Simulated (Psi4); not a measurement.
**CH6AlFSi (SMILES C[SiH2][AlH][F]) at DSD-PBEP86/6-31G(d) (density fitting for correlation, spherical functions)**

What is the vertical singlet–triplet gap of CH6AlFSi at DSD-PBEP86/6-31G* (density fitting for correlation, spherical functions)? 

The results are computed with Psi4 1.11.

## Step 1: Starting point

CH6AlFSi has 10 atoms, charge 0, and is taken as a singlet. SMILES: `C[SiH2][AlH][F]`. Geometry: relaxed at PBE0-D4/def2-TZVP. This is one conformer, not always the lowest.

Bond lengths: C1–Si2 1.882 Å, Si2–Al3 2.453 Å, Al3–F4 1.655 Å, C1–H5 1.092 Å, C1–H6 1.092 Å, C1–H7 1.092 Å, Si2–H8 1.493 Å, Si2–H9 1.493 Å, Al3–H10 1.586 Å. Some angles: C1–Si2–Al3 113.1°, Si2–Al3–F4 117.3°, C1–Si2–H8 109.7°, C1–Si2–H9 109.6°, Al3–Si2–H8 109.0°, Al3–Si2–H9 108.9°, Si2–C1–H5 110.6°, Si2–C1–H6 111.0°, Si2–C1–H7 111.0°, Si2–Al3–H10 127.4°.

## Step 2: A single-point energy at DSD-PBEP86/6-31G(d) (density fitting for correlation, spherical functions)

The input, job.in:

```
memory 1600 MB

molecule m {
  0 1
  C      0.209300     1.522100    -0.549700
  Si    -0.487300     0.185700     0.578100
  Al     0.320500    -2.061900     0.018500
  F     -0.271300    -3.324400     0.910100
  H     -0.171000     2.504900    -0.262800
  H     -0.069900     1.340800    -1.589900
  H      1.299800     1.551100    -0.495300
  H     -1.978700     0.198000     0.509600
  H     -0.129200     0.490400     1.995500
  H      1.361100    -2.457900    -1.111000
  symmetry c1
}

set {
  puream true
  e_convergence 1e-09
  d_convergence 1e-08
  scf_type pk
  dft_radial_points 99
  dft_spherical_points 590
  num_frozen_docc 12
}

energy_value, wavefunction = energy('dsd-pbep86/6-31G*', return_wfn=True)
```

Launch:

```console
$ psi4 -n 1 job.in job.out
```

job.out:

```text
[...]
  Running in c1 symmetry.
[...]
  Nuclear repulsion =  191.941246076337649
[...]
  Multiplicity = 1
[...]
  Nalpha       = 24
  Nbeta        = 24
[...]
    Number of basis functions: 76
[...]
   @RKS iter   1:  -672.29648596309130   -1.00652e+00   6.61929e-03 DIIS/ADIIS
[...]
   @RKS iter  10:  -672.41521123348411   -2.03499e-11   8.40952e-09 DIIS
[...]
    Orbital Energies [Eh]
    ---------------------
    Doubly Occupied:
       1A    -67.817237     2A    -57.626701     3A    -25.683751
       4A    -10.845244     5A     -5.820232     6A     -4.645883
       7A     -4.009702     8A     -4.009301     9A     -4.008827
      10A     -3.041761    11A     -3.038184    12A     -3.036051
      13A     -1.388998    14A     -0.870892    15A     -0.635891
      16A     -0.587725    17A     -0.536118    18A     -0.532845
      19A     -0.519383    20A     -0.517812    21A     -0.450988
      22A     -0.425525    23A     -0.416239    24A     -0.336825
[...]
  @RKS Final Energy:  -672.41521123348411
   => Energetics <=
    Nuclear Repulsion Energy =            191.9412460763376487
    One-Electron Energy =               -1315.4296350415183952
    Two-Electron Energy =                 467.4905568807116651
    DFT Exchange-Correlation Energy =     -16.4173791490150016
    Empirical Dispersion Energy =           0.0000000000000000
    VV10 Nonlocal Energy =                  0.0000000000000000
    Total Energy =                       -672.4152112334841149
[...]
 Multipole Moments:
 ------------------------------------------------------------------------------------
     Multipole            Electronic (a.u.)      Nuclear  (a.u.)        Total (a.u.)
 ------------------------------------------------------------------------------------
 L = 1.  Multiply by 2.5417464519 to convert [e a0] to [Debye]
 Dipole X            :         -0.2723408            0.5408093            0.2684685
 Dipole Y            :        -11.5349337           12.2152278            0.6802941
 Dipole Z            :          2.3996351           -2.8410286           -0.4413935
 Magnitude           :                                                    0.8542269
[...]
```

Wall time 9.9 s (1 thread of Intel Xeon 6975P-C (Granite Rapids), shared host); peak memory 0.77 GiB.

## Step 3: The triplet at the same level

The input, job.json:

```json
{
 "schema_name": "qcschema_input",
 "schema_version": 1,
 "molecule": {
  "schema_name": "qcschema_molecule",
  "schema_version": 2,
  "symbols": ["C", "Si", "Al", "F", "H", "H", "H", "H", "H", "H"],
  "geometry": [0.39551968, 2.87635213, -1.03878245, -0.92086354, 0.35092214, 1.09245067, 0.60565722, -3.8964263, 0.03495993, -0.5126827, -6.28220553, 1.71983975, -0.32314317, 4.73357497, -0.49662003, -0.13209186, 2.53374479, -3.00447557, 2.45626602, 2.93115419, -0.93598135, -3.73920108, 0.37416577, 0.96300443, -0.24415262, 0.92672169, 3.77094848, 2.57210623, -4.64475784, -2.09948572],
  "molecular_charge": 0,
  "molecular_multiplicity": 3,
  "fix_symmetry": "c1",
  "fix_com": true,
  "fix_orientation": true
 },
 "driver": "energy",
 "model": {
  "method": "dsd-pbep86",
  "basis": "6-31G*"
 },
 "keywords": {
  "reference": "uks",
  "puream": true,
  "e_convergence": 1e-09,
  "d_convergence": 1e-08,
  "scf_type": "pk",
  "dft_radial_points": 99,
  "dft_spherical_points": 590,
  "num_frozen_docc": 12,
  "maxiter": 100
 }
}
```

Launch:

```console
$ psi4 --qcschema job.json -n 1 --memory 1600MB
```

stdout:

```text
[...]
  Running in c1 symmetry.
[...]
  Nuclear repulsion =  191.941246143380710
[...]
  Multiplicity = 3
[...]
  Nalpha       = 25
  Nbeta        = 23
[...]
    Number of basis functions: 76
[...]
   @UKS iter   1:  -672.13939881009526   -8.49433e-01   6.50509e-03 ADIIS/DIIS
[...]
   @UKS iter  16:  -672.26080810676126   -7.04858e-12   5.52781e-09 DIIS
[...]
   @S^2 Observed:                2.004093250E+00
[...]
    Orbital Energies [Eh]
    ---------------------
    Alpha Occupied:
       1A    -67.896059     2A    -57.617344     3A    -25.667075
       4A    -10.881526     5A     -5.895472     6A     -4.639535
       7A     -4.090693     8A     -4.082211     9A     -4.082124
      10A     -3.036413    11A     -3.035329    12A     -3.030101
      13A     -1.374809    14A     -0.908529    15A     -0.701798
      16A     -0.581834    17A     -0.554507    18A     -0.552718
      19A     -0.526996    20A     -0.523409    21A     -0.482839
      22A     -0.474493    23A     -0.459478    24A     -0.405125
      25A     -0.177851
    Alpha Virtual:
[...]
  @UKS Final Energy:  -672.26080810676126
   => Energetics <=
    Nuclear Repulsion Energy =            191.9412461433807096
    One-Electron Energy =               -1314.2480237775091609
    Two-Electron Energy =                 466.4437970187238420
    DFT Exchange-Correlation Energy =     -16.3978274913566864
    Empirical Dispersion Energy =           0.0000000000000000
    VV10 Nonlocal Energy =                  0.0000000000000000
    Total Energy =                       -672.2608081067611465
[...]
 Multipole Moments:
 ------------------------------------------------------------------------------------
     Multipole            Electronic (a.u.)      Nuclear  (a.u.)        Total (a.u.)
 ------------------------------------------------------------------------------------
 L = 1.  Multiply by 2.5417464519 to convert [e a0] to [Debye]
 Dipole X            :          6.5942900           -6.6697884           -0.0754984
 Dipole Y            :         80.1672132          -78.1677654            1.9994479
 Dipole Z            :        -23.4396795           23.1920418           -0.2476377
 Magnitude           :                                                    2.0161389
[...]
```

The result, in JSON:

```text
{
 "driver": "energy",
 "model": {
  "method": "dsd-pbep86",
  "basis": "6-31G*"
 },
 "success": true,
 "return_result": -672.4888299302534,
 "properties": {
  "calcinfo_nbasis": 76,
  "calcinfo_nmo": 76,
  "calcinfo_nalpha": 25,
  "calcinfo_nbeta": 23,
  "calcinfo_natom": 10,
  "nuclear_repulsion_energy": 191.9412461433807,
  "return_energy": -672.4888299302534,
  "scf_one_electron_energy": -1314.2480237775092,
  "scf_two_electron_energy": 466.44379701872384,
  "scf_xc_energy": -16.397827491356686,
  "scf_dipole_moment": [-0.07549844620754342, 1.999447853735262, -0.24763770931312123],
  "scf_total_energy": -672.2608081067613,
  "scf_iterations": 16
 }
}
```

Wall time 18 s (1 thread of Intel Xeon 6975P-C (Granite Rapids), shared host); peak memory 0.77 GiB.

## Step 4: What came out

Level: DSD-PBEP86/6-31G* (density fitting for correlation, spherical functions), 12 core orbitals frozen.

```
                                                         quantity          value
                                            singlet: total energy  -672.64671 Eh
                       singlet: HOMO energy (SCF part's orbitals)       -9.17 eV
                       singlet: LUMO energy (SCF part's orbitals)        0.18 eV
                     singlet: HOMO–LUMO gap (SCF part's orbitals)        9.35 eV
                                            triplet: total energy  -672.48883 Eh
triplet: HOMO energy (SCF part's orbitals) (highest over α and β)       -4.84 eV
 triplet: LUMO energy (SCF part's orbitals) (lowest over α and β)       -3.61 eV
                                                    triplet: ⟨S²⟩          2.004
                 vertical energy of the triplet above the singlet       4.296 eV
```

At this shape the triplet lies 4.30 eV (99 kcal/mol) above the singlet.
